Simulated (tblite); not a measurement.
# C5H9BSSi: the cost of one run

Programs: tblite 0.8.0 and PySCF 2.14.0, with density-fitted response routines of our own. Each step states its level of theory. These are calculated values for one molecule in the gas phase, unless marked as measured. Atoms count from 0, in the outputs and in this text.

## Step 1: Starting geometry

17 atoms, charge 0, multiplicity 1; geometry from: force field or distance geometry start.

Bonds of the start (Å): B0–Si1 1.98, Si1–C2 1.84, C2–C3 1.37, C3–C4 1.36, C4–C5 1.52, C4–C6 1.36, C6–S7 1.86, S7–C2 1.68, B0–H8 1.20, B0–H9 1.19, Si1–H10 1.47, Si1–H11 1.47, C3–H12 1.11, C5–H13 1.10, C5–H14 1.13, C5–H15 1.10, C6–H16 1.08.

## Step 2: Optimising the geometry with GFN2-xTB

What the job is given:

```
{"job": {"kind": "relax", "xc": "GFN2-xTB", "basis": "xTB"}, "charge": 0, "multiplicity": 1}
B      3.586000    -0.069500    -0.730000
Si     1.829400     0.022000    -1.630300
C      0.503700     0.333500    -0.398400
C     -0.633100    -0.401100    -0.212100
C     -1.490200     0.005900     0.755800
C     -2.779900    -0.735000     1.060700
C     -1.155800     1.143900     1.430100
S      0.475600     1.630400     0.670400
H      3.519400    -0.176500     0.466200
H      4.407600     0.720900    -1.071900
H      1.883900     1.100200    -2.625700
H      1.640500    -1.270500    -2.315000
H     -0.821000    -1.317300    -0.803700
H     -2.707400    -1.789100     0.741000
H     -2.966800    -0.635300     2.174600
H     -3.572800    -0.159600     0.553100
H     -1.726200     1.609100     2.224300
```

Launch:

```
OMP_NUM_THREADS=1 python probes_run.py task.json out
```

The driver reads the jobs from task.json and runs them one after another.

**Question.** How long does this first job take on 1 thread of Arm Neoverse N1, shared host, and how much memory does it need?

About 1.4 s, with a peak of 0.18 GiB.
